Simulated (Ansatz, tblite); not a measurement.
# (F3Ge)2NMe (CH3F6Ge2N): rung by rung

An exercise on one series of results from a longer session: the logs are not shown, and one member is left open.

Method: as each input shows; program: Ansatz 0.2.0, Gaussian basis.

The runs, in order: GFN1-xTB, GFN2-xTB, PBE-D4/def2-TZVP, r2SCAN-D4/def2-TZVP, ωB97X-V/def2-TZVP, PBE-QIDH/def2-TZVP, r2SCANh-D4/def2-TZVP, PBE-D4/def2-SVP, PBE0-D4/def2-SVP, HF/6-31G, B3LYP-D4/6-31G, CCSD(T)/def2-TZVP, RPA/def2-TZVP.

**The relaxed structure**

The singlet was relaxed beforehand with PBE-D4/def2-SVP.

13 atoms, charge 0, spin multiplicity 1.

Bond lengths: Ge1–F2 1.730 Å, Ge1–F3 1.734 Å, Ge1–F4 1.728 Å, Ge1–N5 1.820 Å, N5–C6 1.479 Å, N5–Ge7 1.814 Å, C6–H11 1.106 Å, C6–H12 1.110 Å, C6–H13 1.110 Å, Ge7–F8 1.731 Å, Ge7–F9 1.730 Å, Ge7–F10 1.731 Å. Angles: F2–Ge1–F3 107.2°, F2–Ge1–F4 106.5°, F2–Ge1–N5 114.7°, F3–Ge1–F4 109.1°, F3–Ge1–N5 107.2°, F4–Ge1–N5 112.1°, Ge1–N5–C6 120.6°, Ge1–N5–Ge7 119.3°, C6–N5–Ge7 119.9°, N5–C6–H11 109.4°, N5–C6–H12 111.5°, N5–C6–H13 110.7°, H11–C6–H12 108.5°, H11–C6–H13 107.7°, H12–C6–H13 109.0°, N5–Ge7–F8 111.9°, N5–Ge7–F9 114.2°, N5–Ge7–F10 106.1° and more.

PBE0-D4/def2-TZVP was run before; its log isn't repeated, and its numbers join the tables.

The first run:

Tight binding, by tblite at 300 K electronic temperature and without a spin-polarisation term:

```python
tblite.interface.Calculator('GFN1-xTB', numbers, positions, charge=0, uhf=0).singlepoint()
```

Tight binding, by tblite at 300 K electronic temperature and without a spin-polarisation term:

```python
tblite.interface.Calculator('GFN2-xTB', numbers, positions, charge=0, uhf=0).singlepoint()
```

start.molden holds the orbitals of an earlier run on this state, given as this run's starting guess.

Input file in.yaml:

```yaml
crystal:
  periodic: [false, false, false]
  atoms:
    - {symbol: Ge, position_ang: [0.158310, 1.691483, -0.352476]}
    - {symbol: F, position_ang: [-0.850621, 2.665912, 0.659438]}
    - {symbol: F, position_ang: [-0.268173, 2.046916, -1.994988]}
    - {symbol: F, position_ang: [1.782627, 2.207824, -0.066977]}
    - {symbol: N, position_ang: [-0.040402, -0.102787, -0.122566]}
    - {symbol: C, position_ang: [-0.738894, -0.920410, -1.138499]}
    - {symbol: Ge, position_ang: [0.533535, -0.869280, 1.418191]}
    - {symbol: F, position_ang: [-0.695750, -1.839465, 2.155100]}
    - {symbol: F, position_ang: [1.887400, -1.928476, 1.222681]}
    - {symbol: F, position_ang: [0.984748, 0.434528, 2.464399]}
    - {symbol: H, position_ang: [-0.937825, -0.302371, -2.034364]}
    - {symbol: H, position_ang: [-1.706926, -1.306387, -0.755823]}
    - {symbol: H, position_ang: [-0.108040, -1.777509, -1.454117]}
basis:
  gaussian: {orbitals: def2-TZVP, initial_orbitals: start.molden}
hamiltonian: {xc: pbe, dispersion: d4}
scf: {omitted_lower_state_checks: [starts]}
output: {orbitals: {seedname: orbitals}}
```

The run is started by

```bash
> ansatz run in.yaml --threads 2 --pin off --events-out ev --progress --plain --max-ram 32768MiB --backend cuda --devices 0, --max-vram 18GiB
```

Among the steps run: PBE-D4/def2-TZVP; r2SCAN-D4/def2-TZVP; ωB97X-V/def2-TZVP; PBE-QIDH/def2-TZVP; r2SCANh-D4/def2-TZVP; PBE-D4/def2-SVP; PBE0-D4/def2-SVP; HF/6-31G; B3LYP-D4/6-31G; CCSD(T)/def2-TZVP; RPA/def2-TZVP.

One table of the session follows, with a row left open; its other results are not shown here.

It belongs to the step «Binding energy». 

| method | binding an atom (eV) |
| --- | --- |
| HF/6-31G | ? |
| HF/def2-TZVP | 2.742 |
| PBE-D4/def2-SVP | 4.157 |
| PBE-D4/def2-TZVP | 4.120 |
| r2SCAN-D4/def2-TZVP | 4.022 |
| r2SCANh-D4/def2-TZVP | 3.965 |
| B3LYP-D4/6-31G | 3.781 |
| PBE0-D4/def2-SVP | 3.977 |
| PBE0-D4/def2-TZVP | 3.968 |
| ωB97X-V/def2-TZVP | 4.038 |
| MP2/def2-TZVP | 4.092 |
| CCSD/def2-TZVP | 3.827 |
| CCSD(T)/def2-TZVP | 3.914 |

Estimate the missing values for HF/6-31G.

**Answer.** binding an atom (eV): 2.405. In the column «binding an atom (eV)» it is the lowest.

Caveats from the session: Free atoms were run apart at each level; binding is atoms less cluster, divided by the number of atoms, without zero-point or spin-orbit terms.
